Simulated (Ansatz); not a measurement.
Ta4O:

```
Ta O
1.0
     3.25750    0.00000    0.00000
     0.00000    3.25750    0.00000
     0.00000    0.00000    7.40934
Ta O
4 1
Cartesian
  0.0000 0.0000 0.0000
  1.6287 1.6287 1.6067
  1.6287 1.6287 5.8027
  0.0000 0.0000 3.7047
  1.6287 1.6287 3.7047
```

The cell comes from a database or a generator and needn't be the stable form of this composition.

```yaml
Program: Ansatz 0.2.0
Task: relaxation of cell and atoms
Functional: PBEsol
Dispersion: D3(BJ)
Potentials_or_basis: Ansatz PAW
Cutoff: "420 eV (not typed: the program's choice for these potentials)"
k_mesh: 8 × 8 × 4
Occupations: fermi-dirac, width 0.05 eV
Spin: no spin polarisation
```

At the start: volume 15.72 Å³/atom.

Task: Where does the relaxation end?

Result: It ends after 8 steps and the volume is 14.73 Å³/atom (-6.3 %); space group P4/mmm (No. 123, to 0.05 Å).

Step by step:
| step | energy change (eV) | largest force (eV/Å) | volume (Å³) |
| --- | --- | --- | --- |
| 1 | 0.0000 | 0.0323 | 78.62 |
| 2 | -0.2306 | 0.0714 | 74.20 |
| 3 | -0.2353 | 0.0417 | 73.63 |
| 4 | -0.2354 | 0.0131 | 73.68 |
| 5 | -0.2354 | 0.0014 | 73.68 |
| 6 | -0.2306 | 0.0019 | 73.68 |
| 7 | -0.2307 | 0.0001 | 73.64 |
| 8 | -0.2306 | 0.0000 | 73.64 |

Final structure:
```
Ta O
1.0
     3.17675    0.00000    0.00000
     0.00000    3.17675    0.00000
     0.00000    0.00000    7.29752
Ta O
4 1
Direct
  0.00000 0.00000 0.00000
  0.50000 0.50000 0.21664
  0.50000 0.50000 0.78336
  0.00000 0.00000 0.50000
  0.50000 0.50000 0.50000
```

Caveat: the plane-wave basis is chosen anew once the cell has moved, so the energies of steps on either side of that aren't comparable; pairwise dispersion overbinds metals, which lowers pressure and volume; the PAW data sets come from PBE, with cores solved anew for the run's functional, which leaves a small shift of forces and pressure.
